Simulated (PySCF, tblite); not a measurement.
# C5H5F2O radical: geometry, infrared bands and EPR parameters

Wanted: the infrared bands and EPR parameters of C5H5F2O radical (`CC(=O)/C(F)=C/[CH]F`), by calculation.

Programs: tblite 0.8.0 and PySCF 2.14.0, with density-fitted response routines of our own. Each step states its level of theory. These are calculated values for one molecule in the gas phase, unless marked as measured. Atoms are numbered from 0 throughout.

## Step 1: The starting structure

13 atoms, charge 0, multiplicity 2; geometry from: force field or distance geometry start.

Bonds of the start (Å): C0–C1 1.48, C1–O2 1.24, C1–C3 1.46, C3–F4 1.38, C3–C5 1.31, C5–C6 1.50, C6–F7 1.39, C0–H8 1.11, C0–H9 1.13, C0–H10 1.10, C5–H11 1.08, C6–H12 1.11.

## Step 2: Relaxing the molecule with GFN2-xTB

Job settings and geometry (Å):

```
{"job": {"kind": "relax", "xc": "GFN2-xTB", "basis": "xTB"}, "charge": 0, "multiplicity": 2}
C     -2.329300     0.010000     0.178300
C     -1.038300     0.435100    -0.414600
O     -0.978900     1.238900    -1.360200
C      0.176500    -0.131700     0.171200
F      0.031300    -1.011900     1.222300
C      1.390700     0.145500    -0.245200
C      2.583300    -0.481700     0.412000
F      3.557600     0.508800     0.439700
H     -2.551600     0.686000     1.024500
H     -3.084800     0.137900    -0.648200
H     -2.247000    -1.046800     0.489500
H      1.551100     0.831700    -1.062600
H      2.934900    -1.321200    -0.224500
```

Launch:

```bash
$ OMP_NUM_THREADS=1 python probes_run.py task.json out
```

One launch serves the whole session: the jobs run in the order shown.

**Question.** This job is followed by: GFN2-xTB harmonic vibrations, gas phase; UKS B3LYP, pcH-1 on C F H O, non-relativistic, mean-field spin-orbit, GIAO. Predict these results of the whole session: strongest single infrared mode (GFN2-xTB); zero-point energy (GFN2-xTB); g(iso) (B3LYP); ⟨S²⟩; largest a(iso) (averaged by class); potential on the surface of density 0.002 e/bohr³, 1st and 99th percentile.

**Answer**, as computed:

```
                                                                  quantity                  value
                                 strongest single infrared mode (GFN2-xTB)  1665 cm⁻¹, 234 km/mol
                                              zero-point energy (GFN2-xTB)          54.6 kcal/mol
                                                            g(iso) (B3LYP)                2.00489
                                                                      ⟨S²⟩     0.776 (exact 0.75)
                                        largest a(iso) (averaged by class)    19F on F4, 82.2 MHz
potential on the surface of density 0.002 e/bohr³, 1st and 99th percentile     -1.58 V and 1.41 V
```

Over 110 steps the energy fell by 1.617 eV; of the close pairs, C5–C6 changed most, 1.499 to 1.356 Å. No mode is imaginary among the 33: a minimum at this level. The strongest single mode, at 1665 cm⁻¹, moves mainly C1 and O2. Unscaled tight-binding wavenumbers are off by several per cent, some by more. Its intensities can rank the bands wrongly. The largest spin populations lie on C3 (0.53 e), C6 (0.46 e). The isotropic g lies 2.6 ppt above the free-electron value. These values are for one conformer; the search (at its own cheap level) found 2 more, at 0.02, 6.87 kcal/mol (those within 0.05 may be mirror or relabelled copies), and measured spectra average over such forms.
